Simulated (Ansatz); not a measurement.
Task: a relaxation driven by ASE of Pt, space group P6_3/mmc, with the Ansatz DFT code, driven from Python. Give the script and its output. Level of theory (first run): PBEsol, PAW, the default cutoff (420 eV here), 7×7×4 k-points, cold smearing of 0.1 eV.

```
Pt
1.0
     2.76067    0.00000    0.00000
    -1.38033    2.39081    0.00000
     0.00000    0.00000    4.79213
Pt
2
Direct
  0.66667 0.33333 0.75000
  0.33333 0.66667 0.25000
```

The script, `ase_relax_pt.py`:
```python
# -*- coding: utf-8 -*-
"""ASE drives the relaxation of Pt."""

from dataclasses import dataclass
import warnings

import ansatz as az
from ase import Atoms
from ase.calculators.calculator import Calculator, all_changes
from ase.filters import FrechetCellFilter
from ase.optimize import BFGS
from ase.units import GPa
import numpy as np


@dataclass
class Settings:
    functional: str = "PBEsol"
    kgrid: tuple[int, ...] = (7, 7, 4)
    occupations: str = "cold"


opts = Settings()


class AnsatzEngine(Calculator):
    implemented_properties = ["energy", "free_energy", "forces", "stress"]

    def calculate(self, atoms=None, properties=("energy",), system_changes=all_changes):
        super().calculate(atoms, properties, system_changes)
        bare = self.atoms.copy()
        bare.set_constraint()
        bare.set_momenta(None)
        job = (
            az.Crystal.from_ase(bare).calculation()
            .functional(opts.functional)
            .pseudopotentials("paw")
            .kpoints(*opts.kgrid)
            .occupations(opts.occupations)
            .forces()
            .stress()
        )
        report = job.run().report
        self.results["free_energy"] = report["lagrangian_ev"]
        self.results["energy"] = report.get("lagrangian_sigma0_ev", report["lagrangian_ev"])
        self.results["forces"] = np.array(report["forces_ev_ang"])
        s = -np.array(report["stress_gpa"]) * GPa  # ASE counts tension as positive
        self.results["stress"] = s[[0, 1, 2, 1, 0, 0], [0, 1, 2, 2, 2, 1]]


def main():
    warnings.simplefilter("ignore")
    atoms = Atoms(
        ["Pt", "Pt"],
        cell=[(2.76066562, 0.0, 0.0), (-1.38033281, 2.39080655, 0.0), (0.0, 0.0, 4.792134)],
        scaled_positions=[
            (2 / 3, 1 / 3, 0.75),
            (1 / 3, 2 / 3, 0.25),
        ],
        pbc=True,
    )
    atoms.rattle(0.1, seed=90)
    atoms.calc = AnsatzEngine()
    before = atoms.get_potential_energy(), atoms.get_volume()
    target = FrechetCellFilter(atoms)
    optimiser = BFGS(target, logfile=None)


    def tell():
        fmax = np.linalg.norm(target.get_forces(), axis=1).max()
        print(f"step {optimiser.nsteps:2d}  E = {atoms.get_potential_energy():.5f} eV  fmax = {fmax:.4f}  V = {atoms.get_volume():.3f} A^3")


    optimiser.attach(tell)
    met = optimiser.run(fmax=0.02, steps=20)
    print("threshold met:", bool(met), " energy gained:", round(before[0] - atoms.get_potential_energy(), 5), "eV")
    print("cell lengths and angles:", np.round(atoms.cell.cellpar(), 3))
    print(np.round(atoms.get_scaled_positions(), 4))


if __name__ == "__main__":
    main()
```

Output of `python ase_relax_pt.py`:
```text
step  0  E = -24767.39755 eV  fmax = 1.2485  V = 31.629 A^3
step  1  E = -24767.44543 eV  fmax = 0.7450  V = 30.987 A^3
step  2  E = -24767.47769 eV  fmax = 0.4885  V = 30.048 A^3
step  3  E = -24767.48119 eV  fmax = 0.3292  V = 30.221 A^3
step  4  E = -24767.48516 eV  fmax = 0.1045  V = 30.436 A^3
step  5  E = -24767.48610 eV  fmax = 0.1078  V = 30.467 A^3
step  6  E = -24767.48718 eV  fmax = 0.1066  V = 30.479 A^3
step  7  E = -24767.48788 eV  fmax = 0.0942  V = 30.467 A^3
step  8  E = -24767.48868 eV  fmax = 0.1085  V = 30.443 A^3
step  9  E = -24767.49038 eV  fmax = 0.1899  V = 30.407 A^3
step 10  E = -24767.47614 eV  fmax = 1.2662  V = 30.087 A^3
step 11  E = -24767.50034 eV  fmax = 0.3994  V = 30.368 A^3
step 12  E = -24767.51097 eV  fmax = 0.5279  V = 30.339 A^3
step 13  E = -24767.51955 eV  fmax = 0.9177  V = 30.256 A^3
step 14  E = -24767.54055 eV  fmax = 0.6215  V = 30.313 A^3
step 15  E = -24767.55570 eV  fmax = 0.4703  V = 30.328 A^3
step 16  E = -24767.58360 eV  fmax = 0.2972  V = 30.424 A^3
step 17  E = -24767.58786 eV  fmax = 0.2929  V = 30.497 A^3
step 18  E = -24767.59411 eV  fmax = 0.2087  V = 30.568 A^3
step 19  E = -24767.59634 eV  fmax = 0.1653  V = 30.535 A^3
step 20  E = -24767.59971 eV  fmax = 0.0700  V = 30.409 A^3
threshold met: False  energy gained: 0.20216 eV
cell lengths and angles: [  2.723   2.726   4.751  89.982  90.103 120.412]
[[0.7424 0.2726 0.7299]
 [0.2407 0.7676 0.2293]]
```

Reading the output:
- Total energies depend on the potentials; only differences at equal settings carry meaning. A total without «per atom» is that of the whole cell that was run.
- The mesh is modest for a metal, so energies can be off by several to tens of meV an atom and pressures by half a GPa or more; differences at equal mesh fare better.
- Spin-orbit coupling, which matters for elements this heavy, is left out.
- At these settings the cell as given stands under about -10 GPa, so it isn't at this functional's equilibrium volume.
- This isn't the structure that Pt takes at ambient conditions.
- Run time: 51 s on 1 thread of Arm Neoverse V2, with other jobs on the host, peak memory 0.45 GiB.
